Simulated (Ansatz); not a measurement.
# Sn26H30 bond sphere (Sn₂₆H₃₀): reading failed and doubtful runs

Aim: try 1 input for Sn26H30 bond sphere (Sn₂₆H₃₀) as typed, read how each ends, and find what has to change.

Computed with Ansatz 0.2.0, Gaussian basis. Level: the settings change from run to run.

1 further run of the same task is left out (set aside as unsound or not needed). Runs told in other sessions of the task aren't counted.

### 1 The geometry

The geometry comes from an earlier relaxation with PBE-D4/def2-SVP; it is a stationary point, not always the lowest conformer. Sn takes a core potential in def2 sets; no spin-orbit term is included.

56 atoms, charge 0, spin multiplicity 1.

Atoms are counted from 1 here; the program's logs count them from 0.

Bond lengths: Sn1–Sn14 2.825 Å, Sn1–Sn15 2.828 Å, Sn1–Sn17 2.830 Å, Sn1–H27 1.747 Å, Sn2–Sn14 2.822 Å, Sn2–Sn16 2.821 Å, Sn2–Sn18 2.826 Å, Sn2–H28 1.746 Å, Sn3–Sn14 2.822 Å, Sn3–Sn19 2.822 Å, Sn3–H29 1.738 Å, Sn3–H30 1.739 Å, Sn4–Sn17 2.830 Å, Sn4–Sn19 2.826 Å, Sn4–Sn20 2.825 Å, Sn4–H31 1.746 Å, Sn5–Sn18 2.825 Å, Sn5–Sn19 2.822 Å and more. Angles: Sn14–Sn1–Sn15 110.8°, Sn14–Sn1–Sn17 109.4°, Sn14–Sn1–H27 109.1°, Sn15–Sn1–Sn17 110.2°, Sn15–Sn1–H27 108.8°, Sn17–Sn1–H27 108.4°, Sn14–Sn2–Sn16 110.9°, Sn14–Sn2–Sn18 108.9°, Sn14–Sn2–H28 108.6°, Sn16–Sn2–Sn18 109.6°, Sn16–Sn2–H28 109.9°, Sn18–Sn2–H28 108.9°, Sn14–Sn3–Sn19 109.0°, Sn14–Sn3–H29 110.4°, Sn14–Sn3–H30 110.1°, Sn19–Sn3–H29 109.7°, Sn19–Sn3–H30 110.5°, H29–Sn3–H30 107.1° and more.

### 2 Input 1

Input file in.yaml:

```yaml
crystal:
  periodic: [false, false, false]
  atoms:
    - {symbol: Sn, position_ang: [-5.303542, -5.387691, -1.860225]}
    - {symbol: Sn, position_ang: [-5.423887, 1.724914, -8.968261]}
    - {symbol: Sn, position_ang: [-12.610089, 1.792147, -1.792875]}
    - {symbol: Sn, position_ang: [-5.376136, 1.876358, 5.325421]}
    - {symbol: Sn, position_ang: [-5.355922, 9.016590, -1.779288]}
    - {symbol: Sn, position_ang: [1.795081, -5.341921, -9.040858]}
    - {symbol: Sn, position_ang: [1.775631, -12.615688, -1.796388]}
    - {symbol: Sn, position_ang: [1.850239, -5.307730, 5.415082]}
    - {symbol: Sn, position_ang: [8.947696, -5.459040, -1.708994]}
    - {symbol: Sn, position_ang: [1.809145, 1.800516, -1.804055]}
    - {symbol: Sn, position_ang: [1.757666, 8.990227, 5.393448]}
    - {symbol: Sn, position_ang: [9.039586, 1.777536, 5.341396]}
    - {symbol: Sn, position_ang: [1.812624, 1.822804, 12.606153]}
    - {symbol: Sn, position_ang: [-9.008556, -1.811880, -5.338829]}
    - {symbol: Sn, position_ang: [-1.708166, -8.988466, -5.438656]}
    - {symbol: Sn, position_ang: [-1.823905, -1.777127, -12.613639]}
    - {symbol: Sn, position_ang: [-1.782145, -1.780500, 1.793459]}
    - {symbol: Sn, position_ang: [-1.863927, 5.340686, -5.374460]}
    - {symbol: Sn, position_ang: [-9.002512, 5.417327, 1.725867]}
    - {symbol: Sn, position_ang: [-1.777769, 5.372926, 8.994023]}
    - {symbol: Sn, position_ang: [-1.789502, 12.613327, 1.811970]}
    - {symbol: Sn, position_ang: [5.382837, -1.876939, -5.333790]}
    - {symbol: Sn, position_ang: [5.307549, -9.026776, 1.836279]}
    - {symbol: Sn, position_ang: [5.433819, -1.705437, 9.001990]}
    - {symbol: Sn, position_ang: [12.602537, -1.843237, 1.767143]}
    - {symbol: Sn, position_ang: [5.365928, 5.375102, 1.847340]}
    - {symbol: H, position_ang: [-7.466506, -7.638079, 0.381054]}
    - {symbol: H, position_ang: [-7.685866, 3.956262, -11.125001]}
    - {symbol: H, position_ang: [-14.849784, -0.353625, 0.443260]}
    - {symbol: H, position_ang: [-14.913660, 3.915779, -3.987703]}
    - {symbol: H, position_ang: [-7.596891, -0.367917, 7.514790]}
    - {symbol: H, position_ang: [-7.565640, 11.222474, -4.014726]}
    - {symbol: H, position_ang: [4.023245, -7.543377, -11.262402]}
    - {symbol: H, position_ang: [-0.505120, -14.838717, 0.320490]}
    - {symbol: H, position_ang: [3.988537, -14.935556, -3.884013]}
    - {symbol: H, position_ang: [-0.412522, -7.448848, 7.664459]}
    - {symbol: H, position_ang: [11.097701, -7.729584, -3.938306]}
    - {symbol: H, position_ang: [3.986833, 11.168206, 7.637025]}
    - {symbol: H, position_ang: [11.277960, 3.999803, 7.532079]}
    - {symbol: H, position_ang: [-0.353339, -0.420848, 14.819587]}
    - {symbol: H, position_ang: [3.924598, 4.004095, 14.933105]}
    - {symbol: H, position_ang: [-11.204569, -4.043761, -7.562007]}
    - {symbol: H, position_ang: [-3.958715, -11.161875, -7.666300]}
    - {symbol: H, position_ang: [-3.961820, -3.950131, -14.924120]}
    - {symbol: H, position_ang: [0.328110, 0.461346, -14.845553]}
    - {symbol: H, position_ang: [0.367665, 7.520751, -7.617504]}
    - {symbol: H, position_ang: [-11.186027, 7.650606, 3.959632]}
    - {symbol: H, position_ang: [-4.003446, 7.610816, 11.182142]}
    - {symbol: H, position_ang: [-3.962276, 14.898824, 3.977051]}
    - {symbol: H, position_ang: [0.409746, 14.875834, -0.347992]}
    - {symbol: H, position_ang: [7.664079, 0.348621, -7.479645]}
    - {symbol: H, position_ang: [7.539987, -11.224808, 4.057239]}
    - {symbol: H, position_ang: [7.666434, -3.938416, 11.187239]}
    - {symbol: H, position_ang: [14.946375, -3.958389, 3.926053]}
    - {symbol: H, position_ang: [14.802803, 0.316195, -0.495552]}
    - {symbol: H, position_ang: [7.547870, 7.606287, -0.393631]}
basis:
  gaussian: {orbitals: def2-SVP, fitting: {mean_field: def2-universal-jkfit}}
magnetization: {spin_polarized: true, initial_magnetization: 0}
hamiltonian: {xc: {name: revPBE0}}
scf: {omitted_lower_state_checks: [starts]}
output: {forces: true}
```

The run is started by

```console
ansatz run in.yaml --threads 11 --pin off --events-out ev --progress --plain --max-ram 174080MiB --backend cuda --devices 0, --max-vram 75GiB
```

**Question.** What will the summary of the whole plan be?

The runs gave:

```
input             level    ended                                                  cause   time
    1  revPBE0/def2-SVP  timeout  the geometry is stretched to more than twice its size  3 min
```

**Reading.** 1 timeout.
